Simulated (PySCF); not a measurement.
# One shape, several levels: GeSiH4OF2 (SMILES F[SiH](F)[O][GeH3])

Wanted: a comparison of 6 runs (HF/STO-3G, HF/3-21G, r2SCAN/6-31G, B3LYP/6-31G*, BLYP/cc-pVTZ) of GeSiH4OF2. 

The results are computed with PySCF 2.14.0.

### 1 The molecule

GeSiH4OF2: 9 atoms, total charge 0, spin state singlet. SMILES: `F[SiH](F)[O][GeH3]`. The shape is that of a PBE0-D4/def2-TZVP optimisation. This is one conformer, not always the lowest.

Bond lengths: F1–Si2 1.586 Å, Si2–F3 1.586 Å, Si2–O4 1.597 Å, O4–Ge5 1.787 Å, Si2–H6 1.466 Å, Ge5–H7 1.534 Å, Ge5–H8 1.531 Å, Ge5–H9 1.534 Å. Some angles: F1–Si2–F3 105.7°, F1–Si2–O4 110.8°, F3–Si2–O4 110.8°, Si2–O4–Ge5 140.1°, F1–Si2–H6 109.2°, F3–Si2–H6 109.2°, O4–Si2–H6 111.0°, O4–Ge5–H7 107.7°, O4–Ge5–H8 104.7°, O4–Ge5–H9 107.6°.

### 2 Energy and gradient at HF/STO-3G (run 1)

calc.py reads:

```python
import pyscf.grad
from pyscf import gto

mol = gto.Mole()
mol.atom = '''
F     -1.332400     0.497600     1.908600
Si    -1.068100     1.063200     0.450200
F     -0.072400     2.283800     0.638000
O     -0.422100    -0.058200    -0.485700
Ge     1.013100    -1.120900    -0.560600
H     -2.329600     1.552700    -0.112600
H      2.255700    -0.222600    -0.593100
H      0.839500    -1.916700    -1.856600
H      0.990100    -2.021400     0.680700
'''
mol.spin = 0
mol.max_memory = 1860
mol.charge = 0
mol.verbose = 4
mol.basis = 'sto-3g'
mol.build()

calc0 = mol.RHF()
calc0.conv_tol = 1e-10
calc0.kernel()
if not calc0.converged:
    calc0 = calc0.newton().run(calc0.mo_coeff, calc0.mo_occ)

e_final = calc0.e_tot
print('Final energy', e_final)
grad = calc0.Gradients().kernel()
dip = calc0.dip_moment()
pop, q = calc0.mulliken_pop()
```

On the command line:

```console
OMP_NUM_THREADS=1 python calc.py
```

Log:

```text
PySCF version 2.14.0

[... 61 lines left out ...]
converged SCF energy = -2609.69623669072
Final energy -2609.6962366907214
[... 11 lines left out ...]
Dipole moment(X, Y, Z, Debye):  0.63366, -1.02122, -0.81185
[... 56 lines left out ...]
charge of    8H =     -0.13189
```

It took 8.4 s on 1 thread of Intel Xeon at 2.50GHz (Skylake/Cascade Lake), shared host; peak memory 0.12 GiB.

### 3 Energy and gradient at HF/3-21G (run 2)

job.py reads:

```python
from pyscf import gto

system = gto.M(
    atom=[
    ('F', (-1.332400, 0.497600, 1.908600)),
    ('Si', (-1.068100, 1.063200, 0.450200)),
    ('F', (-0.072400, 2.283800, 0.638000)),
    ('O', (-0.422100, -0.058200, -0.485700)),
    ('Ge', (1.013100, -1.120900, -0.560600)),
    ('H', (-2.329600, 1.552700, -0.112600)),
    ('H', (2.255700, -0.222600, -0.593100)),
    ('H', (0.839500, -1.916700, -1.856600)),
    ('H', (0.990100, -2.021400, 0.680700)),
],
    max_memory=1860,
    verbose=3,
    basis='3-21g',
    charge=0,
    spin=0,
)

mf = system.RHF()
mf.conv_tol = 1e-10
mf.kernel()
if not mf.converged:
    mf = mf.newton().run(mf.mo_coeff, mf.mo_occ)

energy = mf.e_tot
print(f'total energy: {energy:.8f} hartree')
grad = mf.nuc_grad_method().kernel()
mf.analyze()
```

On the command line:

```console
OMP_NUM_THREADS=1 python job.py
```

Log:

```text
converged SCF energy = -2627.52502723711
[... 19 lines left out ...]
MO #10  energy= -7.19278382982147  occ= 2
[... 11 lines left out ...]
MO #22  energy= -1.59276176621877  occ= 2
[... 11 lines left out ...]
MO #34  energy= -0.562116522427457 occ= 2
[... 11 lines left out ...]
MO #46  energy= 0.334389708943336  occ= 0
[... 11 lines left out ...]
MO #58  energy= 1.36752647749071   occ= 0
[... 11 lines left out ...]
MO #70  energy= 4.00376353819591   occ= 0
[... 10 lines left out ...]
Dipole moment(X, Y, Z, Debye):  0.95731, -1.66430, -1.39769
```

Wall time 9.3 s (1 thread of Intel Xeon at 2.50GHz (Skylake/Cascade Lake), shared host); peak memory 0.14 GiB.

### 4 Energy and gradient at r2SCAN/6-31G (run 3)

calc.py reads:

```python
# F[SiH](F)[O][GeH3]
from pyscf import gto, dft

mol = gto.Mole()
mol.atom = '''
F     -2.517871     0.940328     3.606731
Si    -2.018416     2.009157     0.850755
F     -0.136816     4.315757     1.205645
O     -0.797653    -0.109982    -0.917840
Ge     1.914482    -2.118194    -1.059380
H     -4.402306     2.934178    -0.212783
H      4.262655    -0.420653    -1.120797
H      1.586425    -3.622038    -3.508466
H      1.871018    -3.819892     1.286337
'''
mol.unit = 'bohr'
mol.max_memory = 1860
mol.verbose = 4
mol.spin = 0
mol.basis = '6-31g'
mol.build()

mf = dft.RKS(mol)
mf.xc = 'r2scan'
mf.conv_tol = 1e-10
mf.grids.level = 5
mf.kernel()
if not mf.converged:
    mf = mf.newton().run(mf.mo_coeff, mf.mo_occ)

e_final = mf.e_tot
print('Final energy', e_final)
grad = mf.nuc_grad_method().kernel()
mf.analyze()
```

On the command line:

```console
OMP_NUM_THREADS=1 python calc.py
```

Log:

```text
PySCF version 2.14.0

[... 100 lines left out ...]
DFT Exchange-Correlation Energy =     -131.107053804588929
[... 16 lines left out ...]
MO #15  energy= -3.68670870688608  occ= 2
[... 14 lines left out ...]
MO #30  energy= -0.444438730565241 occ= 2
[... 14 lines left out ...]
MO #45  energy= 0.0945631914861216 occ= 0
[... 14 lines left out ...]
MO #60  energy= 1.00119074950169   occ= 0
[... 14 lines left out ...]
MO #75  energy= 3.00743492205618   occ= 0
[... 87 lines left out ...]
Dipole moment(X, Y, Z, Debye):  1.00996, -1.77374, -1.49941
```

It took 94 s on 1 thread of Intel Xeon at 2.50GHz (Skylake/Cascade Lake), shared host; peak memory 0.75 GiB.

Runs 4 to 5 aren't shown in full; the table further down has their settings and results.

### 5 Energy and forces at BLYP/cc-pVTZ (run 6)

job.py reads:

```python
from pyscf import gto, dft

mol = gto.Mole()
mol.atom = [
    ('F', (-1.332400, 0.497600, 1.908600)),
    ('Si', (-1.068100, 1.063200, 0.450200)),
    ('F', (-0.072400, 2.283800, 0.638000)),
    ('O', (-0.422100, -0.058200, -0.485700)),
    ('Ge', (1.013100, -1.120900, -0.560600)),
    ('H', (-2.329600, 1.552700, -0.112600)),
    ('H', (2.255700, -0.222600, -0.593100)),
    ('H', (0.839500, -1.916700, -1.856600)),
    ('H', (0.990100, -2.021400, 0.680700)),
]
mol.verbose = 4
mol.max_memory = 1860
mol.spin = 0
mol.basis = 'cc-pvtz'
mol.build()

mf = dft.RKS(mol)
mf.xc = 'blyp'
mf.conv_tol = 1e-10
mf.grids.level = 5
mf.kernel()
if not mf.converged:
    mf = mf.newton().run(mf.mo_coeff, mf.mo_occ)

etot = mf.e_tot
print('E(%s) = %.9f' % ('BLYP', etot))
grad = mf.nuc_grad_method().kernel()
mf.analyze()
```

On the command line:

```console
OMP_NUM_THREADS=1 python job.py
```

Log:

```text
PySCF version 2.14.0

[... 133 lines left out ...]
MO #28  energy= -0.430217217505399 occ= 2
[... 38 lines left out ...]
MO #67  energy= 0.525332220057344  occ= 0
[... 38 lines left out ...]
MO #106 energy= 1.30191806876157   occ= 0
[... 38 lines left out ...]
MO #145 energy= 3.24172388596511   occ= 0
[... 38 lines left out ...]
MO #184 energy= 5.04390706470395   occ= 0
[... 38 lines left out ...]
MO #223 energy= 10.8545049535137   occ= 0
[... 235 lines left out ...]
Dipole moment(X, Y, Z, Debye):  0.88970, -1.45382, -1.16661
```

It took 15 min on 1 thread of Intel Xeon at 2.50GHz (Skylake/Cascade Lake), shared host; peak memory 1.8 GiB.

### 6 All runs side by side

```csv
run,level,integration grid,Cartesian functions,energy (Eh),dipole moment (D),HOMO energy (eV),LUMO energy (eV),wall time
1,HF/STO-3G,–,no,-2609.696237,1.45,-9.01,10.51,8.4 s
2,HF/3-21G,–,no,-2627.525027,2.37,-12.82,3.47,9.3 s
3,r2SCAN/6-31G,5,no,-2643.300319,2.53,-8.20,-0.73,94 s
4,B3LYP/6-31G* (spherical functions),5,no,-2643.741791,2.20,-8.90,-0.28,1.8 min
5,B3LYP/6-31G* (Cartesian functions),5,yes,-2643.753204,2.20,-8.91,-0.30,1.8 min
6,BLYP/cc-pVTZ,5,no,-2644.186849,2.07,-7.71,-1.01,15 min
```

### 7 Summary of results

```
                       quantity           value
            run 6: total energy  -2644.18685 Eh
           run 6: dipole moment          2.07 D
             run 6: HOMO energy        -7.71 eV
             run 6: LUMO energy        -1.01 eV
           run 6: HOMO–LUMO gap         6.70 eV
run 6: largest force on an atom      1.167 eV/Å
```

**Reading.** The dipole moment (its size) runs from 1.45 D (HF/STO-3G) to 2.53 D (r2SCAN/6-31G). The two ends differ in method and basis. The HOMO–LUMO gap runs from 6.70 eV (BLYP/cc-pVTZ) to 19.52 eV (HF/STO-3G). Totals of different functionals can't be ranked against each other. In run 1 the basis is minimal, so the values are rough. All runs together took 21 min, the longest 15 min.
